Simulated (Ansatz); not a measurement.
# BH6NOSi: one species, many methods

The task here is to estimate one member of a computed series from the others.

Method: functionals in def2-TZVPP, the program's frozen cores in correlated methods; program: Ansatz 0.2.0, Gaussian basis.

The runs, in order: LDA (SPW92), PBE-D4, revPBE-D4, BLYP-D4, r2SCAN-D4, B97M-V, PBE0-D4, B3LYP-D4, r2SCANh-D4, r2SCAN0-D4, HSE06-D4, BHLYP-D4, CAM-B3LYP-D4, LC-ωPBE, ωB97X-V, ωB97M-V, B2PLYP, PBE-QIDH; CCSD(T)/def2-SVP; CCSD(T)/def2-TZVPP; MP2/def2-QZVPP; extrapolation to the limit; RPA on PBE.

## Structure used throughout

All runs share one geometry, relaxed beforehand with PBE0-D4 in a triple-zeta def2 set.

SMILES `OBN[SiH3]`, 10 atoms, charge 0, spin multiplicity 1.

Atoms are counted from 1 here; the program's logs count them from 0.

Bond lengths: O1–B2 1.369 Å, O1–H5 0.957 Å, B2–N3 1.410 Å, B2–H6 1.201 Å, N3–Si4 1.742 Å, N3–H7 1.007 Å, Si4–H8 1.485 Å, Si4–H9 1.484 Å, Si4–H10 1.487 Å. Angles: B2–O1–H5 113.4°, O1–B2–N3 117.2°, O1–B2–H6 121.4°, N3–B2–H6 121.4°, B2–N3–Si4 125.7°, B2–N3–H7 116.9°, Si4–N3–H7 117.3°, N3–Si4–H8 111.7°, N3–Si4–H9 111.6°, N3–Si4–H10 106.6°, H8–Si4–H9 108.6°, H8–Si4–H10 109.1°, H9–Si4–H10 109.2°.

The first run:

File in.yaml:

```yaml
crystal:
  periodic: [false, false, false]
  atoms:
    - {symbol: O, position_ang: [-1.328429, 0.930426, -0.768659]}
    - {symbol: B, position_ang: [0.027423, 1.111190, -0.719182]}
    - {symbol: N, position_ang: [0.779844, 0.154263, -0.008252]}
    - {symbol: Si, position_ang: [0.135864, -1.239510, 0.813682]}
    - {symbol: H, position_ang: [-1.785392, 1.610430, -1.263621]}
    - {symbol: H, position_ang: [0.554125, 2.046807, -1.258341]}
    - {symbol: H, position_ang: [1.776751, 0.291147, 0.025279]}
    - {symbol: H, position_ang: [-0.555059, -2.158944, -0.125086]}
    - {symbol: H, position_ang: [-0.816311, -0.851867, 1.884550]}
    - {symbol: H, position_ang: [1.294185, -1.945146, 1.422630]}
basis:
  gaussian: {orbitals: def2-TZVPP}
hamiltonian: {xc: lda}
output: {orbitals: {seedname: orbitals}}
```

On the command line:

```console
ansatz run in.yaml --threads 2 --pin off --events-out ev --progress --plain --max-ram 4352MiB
```

Among the steps run: LDA; PBE-D4 (GGA); revPBE-D4 (GGA); BLYP-D4 (GGA); r2SCAN-D4 (meta-GGA); B97M-V (meta-GGA); B3LYP-D4 (hybrid); r2SCANh-D4 (hybrid); r2SCAN0-D4 (hybrid); HSE06-D4 (hybrid); BHLYP-D4 (hybrid); CAM-B3LYP-D4 (range-separated); LC-ωPBE (range-separated); ωB97X-V (range-separated); ωB97M-V (range-separated); B2PLYP (double hybrid); PBE-QIDH (double hybrid).

One of the session's tables, all rows but one given; the rest of the session is left out.

It belongs to the step «Orbital energies across the functionals». 

| functional | HOMO (eV) | LUMO (eV) | gap (eV) |
| --- | --- | --- | --- |
| LDA (SPW92) | -6.64 | -0.50 | 6.14 |
| PBE-D4 | -6.50 | -0.31 | 6.19 |
| revPBE-D4 | -6.45 | -0.23 | 6.22 |
| BLYP-D4 | -6.38 | -0.26 | 6.12 |
| r2SCAN-D4 | -6.79 | 0.18 | 6.97 |
| B97M-V | -6.92 | -0.17 | 6.75 |
| PBE0-D4 | -7.85 | 0.53 | 8.38 |
| B3LYP-D4 | -7.62 | 0.25 | 7.87 |
| r2SCANh-D4 | ? | ? | ? |
| r2SCAN0-D4 | -8.06 | 0.88 | 8.94 |
| HSE06-D4 | -7.45 | 0.16 | 7.61 |
| BHLYP-D4 | -9.12 | 1.24 | 10.35 |
| CAM-B3LYP-D4 | -9.24 | 1.38 | 10.62 |
| LC-ωPBE | -10.62 | 2.61 | 13.23 |
| ωB97X-V | -10.26 | 2.43 | 12.69 |
| ωB97M-V | -10.16 | 1.98 | 12.15 |

**Question.** Estimate the row for r2SCANh-D4.

Worked estimate for «HOMO (eV)». Against the share of exact exchange, r2SCAN-D4 (0, -6.79), r2SCAN0-D4 (0.25, -8.06) give a slope of -5.08 per unit share; at 0.1 the line stands at -7.30.

The run gave: HOMO (eV): -7.30; LUMO (eV): 0.50; gap (eV): 7.80. In «HOMO (eV)» the line misses by 0.00.
